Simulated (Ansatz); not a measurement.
# CeO2 (Fm-3m): equation of state

One table from this session's results is given with a row withheld; the runs are named, their logs left out.

Method: DFT PBE+U (U_eff = 5 eV on Ce 4f), scalar-relativistic, plane waves, PAW, in Ansatz 0.2.0.

## The starting structure

Symmetry: Fm-3m, No. 225, cubic system. The conventional cell has a = 5.472 Å, b = 5.472 Å, c = 5.472 Å, α = 90.00°, β = 90.00°, γ = 90.00°. Ce (site symmetry m-3m) has 8 O at 2.37 Å as nearest neighbours. Around O (site symmetry -43m) lie 4 Ce at 2.37 Å.

As a file:

```
CELL_PARAMETERS angstrom
0.00000 2.73591 2.73591
2.73591 0.00000 2.73591
2.73591 2.73591 0.00000
ATOMIC_POSITIONS crystal
Ce 0.00000 0.00000 0.00000
O 0.25000 0.25000 0.25000
O 0.75000 0.75000 0.75000
```

An earlier run at PBE+U (U_eff = 5 eV on Ce 4f) left this cell at 13.653 Å³/atom and 0.00 GPa (12×12×12 mesh).

Volume factors to run: 0.980, 1.020, 0.960, 1.040.

Set-up of the first run:

input.yaml

```yaml
crystal:
  lattice:
    - [0.0, 2.7175505849, 2.7175505849]
    - [2.7175505849, 0.0, 2.7175505849]
    - [2.7175505849, 2.7175505849, 0.0]
  atoms:
    - { symbol: Ce, position: [0.0, 0.0, 0.0] }
    - { symbol: O, position: [0.25, 0.25, 0.25] }
    - { symbol: O, position: [0.75, 0.75, 0.75] }
basis:
  ecutwfc: 420
  ecutrho_ratio: 4
kpoints:
  mp_grid: { grid: [12, 12, 12] }
hamiltonian:
  xc: pbe
  hubbard: { sites: [{ species: Ce, l: f, u_eff: 5.0 }] }
scf:
  occupations: { method: gaussian, width: 0.05 }
output:
  forces: true
  stress: true
  eigenvalues: true
  populations: true
  hubbard: { sites: [{ species: Ce, l: f }] }
```

Run with:

```
> ansatz run input.yaml --threads 2 --pin off --max-ram 5120MiB --backend cpu --events-out ev --progress --plain --runs-dir out
```

Steps of the session up to this table: Volume × 0.980; Scaling the volume by 1.020; Scaling the volume by 0.960; Scaling the volume by 1.040.

One table of the session follows, with a row left open; its other results are not shown here.

It belongs to the step «Energy and pressure against volume». 

```
volume (Å³/atom)  energy (meV/atom)  pressure (GPa)  gap (eV)
          13.107              13.34            8.11      2.42
          13.380                  ?               ?         ?
          13.653               0.00            0.00      2.27
          13.926               2.99           -3.43      2.19
          14.199              11.49           -6.51      2.09
```

**Question.** Estimate the row for volume (Å³/atom) = 13.380.

Worked estimate for «energy (meV/atom)». A straight line through the neighbours (13.107, 13.34) and (13.653, 0.00) gives 13.34 + (0.00 − 13.34) × (13.380 − 13.107) / (13.653 − 13.107) = 6.67; a parabola fitted to 3 rows on both sides gives 3.45.

**Answer.** energy (meV/atom): 3.22; pressure (GPa): 3.84; gap (eV): 2.34. In «energy (meV/atom)» the line misses by +3.45 and the parabola by +0.23.
